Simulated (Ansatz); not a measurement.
**CH3ClFIn (SMILES [CH3][In]([F])[Cl]): BLYP/def2-SVP (core potential)**

Aim: the vertical ionisation energy of CH3ClFIn at BLYP/def2-SVP (core potential), from 2 runs. 

Program for the calculation: Ansatz 0.2.0.

118 further runs of the same task are left out: 1 that didn't finish, 117 set aside as unsound or not needed. Runs told in other sessions of the task aren't counted.

**1. Starting point**

CH3ClFIn: 7 atoms, total charge 0, spin state singlet. SMILES: `[CH3][In]([F])[Cl]`. The shape is that of a PBE0-D4/def2-TZVP optimisation.

Bond lengths: C1–In2 2.122 Å, In2–F3 1.947 Å, In2–Cl4 2.316 Å, C1–H5 1.089 Å, C1–H6 1.090 Å, C1–H7 1.088 Å. Angles: C1–In2–F3 121.8°, C1–In2–Cl4 129.4°, F3–In2–Cl4 108.8°, In2–C1–H5 109.1°, In2–C1–H6 108.9°, In2–C1–H7 109.1°, H5–C1–H6 109.2°, H5–C1–H7 110.4°, H6–C1–H7 110.2°.

**2. The energy at BLYP/def2-SVP (core potential)**

The input, input.yaml:

```yaml
crystal:
  periodic: [false, false, false]
  atoms:
    - {symbol: C, position_ang: [-0.390800, 0.951400, 0.427300]}
    - {symbol: In, position_ang: [0.391000, -0.846100, -0.384300]}
    - {symbol: F, position_ang: [2.306000, -1.125500, -0.600500]}
    - {symbol: Cl, position_ang: [-0.728400, -2.728700, -1.135500]}
    - {symbol: H, position_ang: [-1.112900, 1.373000, -0.270800]}
    - {symbol: H, position_ang: [-0.891300, 0.725700, 1.368500]}
    - {symbol: H, position_ang: [0.426300, 1.650400, 0.595200]}
basis:
  gaussian:
    orbitals: def2-SVP
hamiltonian:
  xc: {name: BLYP}
accuracy: high
output:
  orbitals: {seedname: orbitals}
```

Started as:

```bash
$ ansatz run input.yaml --threads 1 --pin off --max-ram 3480MiB --events-out events.jsonl --progress --plain --runs-dir runs
```

The log of the run:

```text
Warning: RAYON_NUM_THREADS=1 ignored (pool sized by the plan → 1); use --threads N
Functional definition: BLYP
  name "BLYP"
  parameter beta = 0.0042
  parameter a = 0.04918
  parameter b = 0.132
  parameter c = 0.2533
  parameter d = 0.349
  exchange = b88_x(beta = beta)
  correlation = lyp_c(a = a, b = b, c = c, d = d)
1981 factors; integrals over basis functions are off by at most 3.3e-9 eV
mean field evaluation 1: about -21480.0706 eV, gradient 7.2e1 eV
mean field evaluation 2: about -21411.4765 eV, gradient 1.9e2 eV
mean field evaluation 4: about -21491.5652 eV, gradient 1.6e1 eV
mean field evaluation 8: about -21492.0694 eV, gradient 6.4e-1 eV
mean field evaluation 16: about -21492.0658 eV, gradient 9.5e-5 eV
mean field -21492.06584520 eV, -789.8188519657 hartree, gradient 7.0e-8 eV, S^2 0.000000; 0 other end points of the search recorded, 0 dependent functions left out
reference -21492.06590265 eV, -789.8188540768 hartree; 28, 28 occupied and 59, 59 virtual orbitals, 1981 factors
Total energy: -21492.06590265 eV, -789.8188540768 hartree
```

Run time: 6 s. Hardware: 1 thread of Arm Neoverse V2, shared host; peak memory 0.23 GiB.

**3. The doublet cation at the same level**

The input, job.yaml:

```yaml
crystal:
  periodic: [false, false, false]
  atoms:
    - {symbol: C, position_ang: [-0.390800, 0.951400, 0.427300]}
    - {symbol: In, position_ang: [0.391000, -0.846100, -0.384300]}
    - {symbol: F, position_ang: [2.306000, -1.125500, -0.600500]}
    - {symbol: Cl, position_ang: [-0.728400, -2.728700, -1.135500]}
    - {symbol: H, position_ang: [-1.112900, 1.373000, -0.270800]}
    - {symbol: H, position_ang: [-0.891300, 0.725700, 1.368500]}
    - {symbol: H, position_ang: [0.426300, 1.650400, 0.595200]}
basis:
  gaussian: {orbitals: def2-SVP}
total_charge: 1
magnetization: {spin_polarized: true, initial_magnetization: 1}
hamiltonian: {xc: {name: BLYP}}
accuracy: high
output: {orbitals: {seedname: orbitals}}
```

Started as:

```bash
$ ansatz run job.yaml --threads 1 --pin off --max-ram 3480MiB --events-out events.jsonl --progress --plain --runs-dir runs
```

The log of the run, shortened:

```text
Warning: RAYON_NUM_THREADS=1 ignored (pool sized by the plan → 1); use --threads N
[... 9 set-up lines as earlier in the session ...]
1981 factors; integrals over basis functions are off by at most 3.3e-9 eV
mean field evaluation 1: about -21458.2931 eV, gradient 7.2e1 eV
mean field evaluation 2: about -21193.6804 eV, gradient 1.8e2 eV
mean field evaluation 4: about -21475.9475 eV, gradient 2.7e1 eV
mean field evaluation 8: about -21481.3770 eV, gradient 8.1e0 eV
mean field evaluation 16: about -21481.9578 eV, gradient 4.8e-2 eV
mean field evaluation 32: about -21481.9579 eV, gradient 1.5e-8 eV
mean field evaluation 64: about -21481.6215 eV, gradient 3.0e-2 eV
mean field -21481.95785210 eV, -789.4473900708 hartree, gradient 1.5e-8 eV, S^2 0.753391; 10 other end points of the search recorded, 0 dependent functions left out
reference -21481.95790901 eV, -789.4473921620 hartree; 28, 27 occupied and 59, 60 virtual orbitals, 1981 factors
Total energy: -21481.95790901 eV, -789.4473921620 hartree
```

Wall time 21 s (1 thread of Arm Neoverse V2, shared host); peak memory 0.3 GiB.

**4. Outcome**

Level: BLYP/def2-SVP (core potential).

| quantity | value |
| --- | --- |
| singlet CH3ClFIn: total energy | -789.81885 Eh |
| singlet CH3ClFIn: HOMO energy | -6.93 eV |
| singlet CH3ClFIn: LUMO energy | -2.21 eV |
| singlet CH3ClFIn: HOMO–LUMO gap | 4.71 eV |
| doublet cation: total energy | -789.44739 Eh |
| doublet cation: HOMO energy (highest over α and β) | -13.51 eV |
| doublet cation: LUMO energy (lowest over α and β) | -13.20 eV |
| doublet cation: ⟨S²⟩ | 0.753 |
| vertical ionisation energy (to the doublet cation) | 10.108 eV |

**Reading.** The vertical ionisation energy comes to 10.11 eV (975 kJ/mol). −ε(HOMO) before ionisation, 6.93 eV, is 3.18 eV below this ionisation energy.
